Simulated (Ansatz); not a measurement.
# CH6F2OSi2: the cost of one run

Method: RKS LDA/STO-3G, in Ansatz 0.2.0.

## Step 1: Starting point

Bond lengths: Si1–F2 1.590 Å, Si1–C3 1.870 Å, C3–H4 1.110 Å, C3–H5 1.110 Å, C3–H6 1.110 Å, Si1–O7 1.679 Å, O7–Si8 1.680 Å, Si8–H9 1.460 Å, Si8–H10 1.460 Å, Si8–H11 1.460 Å, Si1–F12 1.589 Å. Angles (14 of 19 angles, heavy atoms first): F2–Si1–C3 109.4°, F2–Si1–O7 109.5°, F2–Si1–F12 109.5°, C3–Si1–O7 109.5°, C3–Si1–F12 109.5°, O7–Si1–F12 109.5°, Si1–O7–Si8 125.0°, Si1–C3–H4 109.5°, Si1–C3–H5 109.5°, Si1–C3–H6 109.5°, O7–Si8–H9 109.5°, O7–Si8–H10 109.5°, O7–Si8–H11 109.5°, H4–C3–H5 109.4°.

As a file:

```xyz
12

Si    0.0000    0.0000    0.0000
F     0.0000    0.0000    1.5900
C     1.7634    0.0000   -0.6227
H     2.1111   -1.0463   -0.7509
H     1.8119    0.5276   -1.5981
H     2.4154    0.5187    0.1108
O    -0.7913    1.3709   -0.5594
Si   -2.4002    1.4263   -1.0396
H    -3.2124    0.6421   -0.1138
H    -2.8620    2.8114   -1.0378
H    -2.5267    0.8736   -2.3850
F    -0.7489   -1.2974   -0.5295
```

## Step 2: Relaxing the start

input.yaml reads:

```yaml
crystal:
  periodic: [false, false, false]
  atoms:
    - { symbol: Si, position_ang: [0.0, 0.0, 0.0] }
    - { symbol: F, position_ang: [0.0, 0.0, 1.59] }
    - { symbol: C, position_ang: [1.7634, 0.0, -0.6227] }
    - { symbol: H, position_ang: [2.1111, -1.0463, -0.7509] }
    - { symbol: H, position_ang: [1.8119, 0.5276, -1.5981] }
    - { symbol: H, position_ang: [2.4154, 0.5187, 0.1108] }
    - { symbol: O, position_ang: [-0.7913, 1.3709, -0.5594] }
    - { symbol: Si, position_ang: [-2.4002, 1.4263, -1.0396] }
    - { symbol: H, position_ang: [-3.2124, 0.6421, -0.1138] }
    - { symbol: H, position_ang: [-2.862, 2.8114, -1.0378] }
    - { symbol: H, position_ang: [-2.5267, 0.8736, -2.385] }
    - { symbol: F, position_ang: [-0.7489, -1.2974, -0.5295] }
basis:
  gaussian: { orbitals: STO-3G }
hamiltonian:
  xc: lda
relax:
  f_tol: 0.02
  max_steps: 40
```

Launch:

```console
> ansatz run input.yaml --threads 1 --pin off --max-ram 2048MiB --backend cpu --events-out ev --progress --plain --runs-dir out
```

Q: Estimate wall time and peak memory on 1 thread of AMD EPYC 9R45 (Zen 5), shared host.

About 30 s, with a peak of 0.16 GiB.
